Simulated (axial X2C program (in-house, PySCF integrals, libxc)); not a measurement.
# A two-component session on MoCl: properties at the nuclei

Wanted for MoCl: properties at the nuclei, at the two-component level.

The runs use an in-house X2C program for linear molecules on PySCF integrals; two-component X2C with atomic mean-field terms, Mo dyall-acv3z, Cl dyall-av3z.

All values are calculated.

## 1. Input

task.json

```json
{"zs": [42, 17], "q": 0, "bas": ["dyall-acv3z", "dyall-av3z"], "r0": 2.37, "levels": ["PBE0", "HF", "B3LYP"], "nst": 1, "ff": 1, "thr": -3.5, "nmax": 130, "opt": {"ecut": 60}}
```

Keys: zs atomic numbers; q charge; bas basis sets; r0 starting distance in Å; levels methods (HF also brings MP2); nst determinants followed; ff finite-field run; thr threshold in hartree for freezing inner shells (an s shell follows its p shell); nmax most natural virtual spinors; ecut virtual cutoff in hartree.

Started as:

```bash
$ python soeom.py task.json out
```

Nuclei are Gaussian, cores are contracted, and the Gaunt term is on.

## 2. Expectation values, lowest determinant

R = 2.294 Å. State: Ω = 5/2 (excess of +ω over −ω: ω = 5/2).

Output of the PBE0 run:

```text
two-component X2C + atomic mean field  PBE0
basis functions 225  fitting functions 1040  grid points 5078
iter        total energy     max residual
   1      -4507.986358703     5.75e-06
   2      -4507.986358706     6.10e-06
   3      -4507.986358708     2.46e-06
converged
one-electron -6546.91645345  Coulomb 2028.97982444  exact exchange -37.57980564  xc functional -115.20027908  nuclear repulsion 164.70467681  atomic mean-field constant -1.97432179
```

The highest occupied spinor is 43% Mo d, 42% Mo s, 11% Cl p.

| level | Eeff magnitude (GV/cm) | Ws magnitude Mo (kHz) | A∥/gI Mo (MHz) | qzz Mo (a.u.) | A∥/gI Cl (MHz) | qzz Cl (a.u.) | μ (D) |
| --- | --- | --- | --- | --- | --- | --- | --- |
| PBE0 | 0.668 | 0.0725 | 395 | -0.17 | -13.8 | 1.25 | -4.49 |
| HF | 0.709 | 0.0699 | 249 | -0.81 | -20.1 | 0.89 | -5.48 |
| B3LYP | 0.321 | 0.00668 | 449 | -0.07 | -11.3 | 1.22 | -4.26 |

Eeff is the effective electric field on the electron dipole moment in this Ω state and Ws the scalar–pseudoscalar constant (defined with the proton number Z and per Ω); A∥ is the parallel hyperfine constant, which follows by multiplying with the nuclear g factor gI = μI/(I μN); qzz is the electric field gradient, eQq0 = 234.96 MHz × Q/barn × qzz; μ is positive if Cl is the positive end. The operators were transformed with the bare-nucleus X2C matrices.

## 3. Finite-field coupled cluster

Output:

```text
two-component X2C + atomic mean field  HF
basis functions 225  fitting functions 1040  grid points 5078
iter        total energy     max residual
   1      -4505.525496543     3.34e-01
   2      -4505.552204107     5.75e-03
   3      -4505.553687527     2.27e-03
   4      -4505.553945141     1.09e-03
   5      -4505.554022041     3.89e-04
   6      -4505.554041341     2.96e-04
   7      -4505.554049139     2.23e-04
   8      -4505.554056194     1.60e-04
   9      -4505.554059474     1.27e-04
  10      -4505.554063161     5.06e-05
  11      -4505.554063794     1.75e-05
  12      -4505.554063874     1.21e-05
  13      -4505.554063888     8.19e-06
  14      -4505.554063893     4.48e-06
  15      -4505.554063894     1.85e-06
converged
one-electron -6546.19747748  Coulomb 2028.33429360  exact exchange -150.42123503  xc functional 0.00000000  nuclear repulsion 164.70467681  atomic mean-field constant -1.97432179
correlated 21  virtual 345  natural virtual 130  E(MP2) -0.601732374  MP2 remainder -0.023191438
iter   CCSD correlation   residual
   1     -0.581604008   1.14e-01
   2     -0.591062702   4.17e-02
   3     -0.593532013   1.74e-02
   4     -0.593612725   7.31e-03
   5     -0.593652801   2.91e-03
   6     -0.593677306   8.94e-04
   7     -0.593681477   4.28e-04
   8     -0.593686674   2.36e-04
   9     -0.593681729   1.31e-04
  10     -0.593682399   6.07e-05
  11     -0.593681855   2.76e-05
  12     -0.593682128   1.19e-05
  13     -0.593682121   6.04e-06
(T) -0.021947251  T1 0.0182  D1 0.0431  max T2 0.031
```

T1 in the output is the amplitude norm over the root of the electron number; divide by √2 for the Lee–Taylor value.

21 electrons correlated in 130 natural virtual spinors, MP2 remainder added; T1 = 0.013.

| level | Eeff magnitude (GV/cm) | Ws magnitude Mo (kHz) | A∥/gI Mo (MHz) | qzz Mo (a.u.) | A∥/gI Cl (MHz) | μ (D) |
| --- | --- | --- | --- | --- | --- | --- |
| HF | 0.709 | 0.0699 | 249 | -0.81 | -20.1 | -5.48 |
| MP2 | 1.27 | 0.178 | 301 | -0.56 | -15.4 | -4.94 |
| CCSD | 0.827 | 0.0967 | 336 | -0.57 | -15.3 | -4.93 |
| CCSD(T) | 0.74 | 0.0813 | 348 | -0.50 | -14.4 | -4.73 |

## 4. Outcome

```
                       quantity                                    value
             lowest determinant  Ω = 5/2 (excess of +ω over −ω: ω = 5/2)
   Eeff magnitude (GV/cm), PBE0                                    0.668
    Ws magnitude Mo (kHz), PBE0                                   0.0725
           A∥/gI Mo (MHz), PBE0                                      395
            qzz Mo (a.u.), PBE0                                    -0.17
Eeff magnitude (GV/cm), CCSD(T)                                     0.74
 Ws magnitude Mo (kHz), CCSD(T)                                   0.0813
        A∥/gI Mo (MHz), CCSD(T)                                      348
         qzz Mo (a.u.), CCSD(T)                                    -0.50
```

In words: In the first state, the effective field runs from 0.321 to 0.709 GV/cm over the mean-field levels, so the levels don't agree on it. The expectation values come from single determinants, which for open shells can mix terms of unlike spin or miss the lowest Ω, so a determinant need not be a state. Eeff is the effective electric field on the electron dipole moment in this Ω state and Ws the scalar–pseudoscalar constant (defined with the proton number Z and per Ω); A∥ is the parallel hyperfine constant, which follows by multiplying with the nuclear g factor gI = μI/(I μN); qzz is the electric field gradient, eQq0 = 234.96 MHz × Q/barn × qzz; μ is positive if Cl is the positive end. The operators were transformed with the bare-nucleus X2C matrices. Correlation of the inner shells is missing, which matters for properties at the nucleus.
